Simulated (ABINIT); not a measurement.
AlCo, 2 atoms in the cell. It takes space group Pm-3m (No. 221, cubic). The conventional cell has a = 2.819 Å, b = 2.819 Å, c = 2.819 Å, α = 90.00°, β = 90.00°, γ = 90.00°. Co (site symmetry m-3m) is surrounded by 8 Al at 2.44 Å. Around Al (site symmetry m-3m) lie 8 Co at 2.44 Å. The cell is a database's computed one.

| Item | Value |
| --- | --- |
| Program | ABINIT 10.8.3 (patched build) |
| Task | Hubbard U by linear response |
| Functional | PBE |
| Potentials or basis | Ansatz PAW PBE default generated set, frozen core |
| Cutoff | 381 eV |
| k mesh | 4 × 4 × 4 |
| Occupations | methfessel-paxton, width 0.2 eV |
| Spin | collinear spin, ferromagnetic start |
| Starting moments | [2.0, 0.0] μB |
| Hubbard terms | Co d U = 0 eV |
| Double counting (usepawu) | 1 |
| Occupation projector (dmatpuopt) | 3 |
| Perturbed atom | 1 |
| Perturbed element | Co |
| Parameter computed | U |
| Potential shifts (eV) | [-0.1, 0.05, 0.1] |
| Fine-grid cutoff | 761.919 eV |

Potentials or basis: Ansatz PAW PBE default generated set, frozen core.

Launch:

```bash
$ abinit gs.abi > log 2>&1
$ ln -s gso_WFK runi_DS1_WFK
$ ln -s gso_WFK runi_DS2_WFK
$ ln -s gso_WFK runi_DS3_WFK
$ abinit run.abi > log 2>&1
$ lruj runo_DS1_LRUJ.nc runo_DS2_LRUJ.nc runo_DS3_LRUJ.nc > lruj.log 2>&1
```

Hardware: 1 thread of Intel(R) Xeon(R) 6975P-C (Granite Rapids), with other jobs on the host.

Problem. Estimate the wall time of this run.

Solution. It took 110 s on 1 thread of Intel(R) Xeon(R) 6975P-C (Granite Rapids), with other jobs on the host, peak memory 0.3 GiB. Counts: scf iterations 46, mpi ranks 1, k points 36, bands 15, plane waves 392.
